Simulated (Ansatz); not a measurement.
This script makes vertical spin-state energies of CH6GeOS, SMILES C[S][GeH2][OH] with Ansatz 0.2.0, Python API.

The script, `spin_ch6geos.py`:
```python
# -*- coding: utf-8 -*-
import ansatz as az

BASIS = "def2-TZVP"
FUNCTIONAL = "r2SCAN"

GEOMETRY = """
C    -1.17290    1.07650   -0.55340
S    -1.57190   -0.58770   -0.04190
Ge    0.48090   -0.94560    0.64390
O     1.71040   -0.84580   -0.73570
H    -0.44090    1.12010   -1.37400
H    -0.88300    1.74190    0.30060
H    -2.12320    1.57200   -0.96970
H     0.64150   -2.33770    1.29380
H     0.90610    0.14130    1.75070
H     2.53600   -0.98620   -0.31130
"""

geometry = az.Crystal.molecule()
for line in GEOMETRY.strip().splitlines():
    symbol, *xyz = line.split()
    geometry = geometry.atom(symbol, [float(v) for v in xyz])

calculation = (
    geometry.calculation()
    .basis(gaussian=BASIS)
    .functional(FUNCTIONAL)
    .accuracy("medium")
)
found = {}
for unpaired in [0, 2]:
    summary = calculation.spin("collinear", total=unpaired).run(threads=1).report
    s = unpaired / 2
    found[unpaired] = summary["free_energy_ev"]
    print(f"2S+1 = {unpaired + 1}: E = {found[unpaired]:.5f} eV, <S^2> = {abs(summary['mean_field']['state']['spin_squared']):.3f} (pure state {s * (s + 1):.2f})")
lowest = min(found, key=found.get)
for unpaired, e in found.items():
    print(f"multiplicity {unpaired + 1}: {(e - found[lowest]):.3f} eV above the lowest")
```

Which spin state is lowest at this geometry, and how far above lie the others?

In order: multiplicity 1 (+0.00 eV) and multiplicity 3 (+4.85 eV), all at the one geometry.

The output:

Output of `python spin_ch6geos.py`:
```text
2S+1 = 1: E = -70535.36973 eV, <S^2> = 0.000 (pure state 0.00)
2S+1 = 3: E = -70530.52193 eV, <S^2> = 2.010 (pure state 2.00)
multiplicity 1: 0.000 eV above the lowest
multiplicity 3: 4.848 eV above the lowest
```

What to keep in mind:
- These settings explore the input space; basis and method may be short of convergence.
- The geometry is a force-field or estimated start, not a minimum of this method, and the basis set is short of its limit. All parts are taken at fixed geometry, without zero-point energy.
- It ran for 26 s on 1 thread of AMD EPYC 9R45 96-Core Processor (Zen 5), with other jobs on the host, peak memory 0.47 GiB.
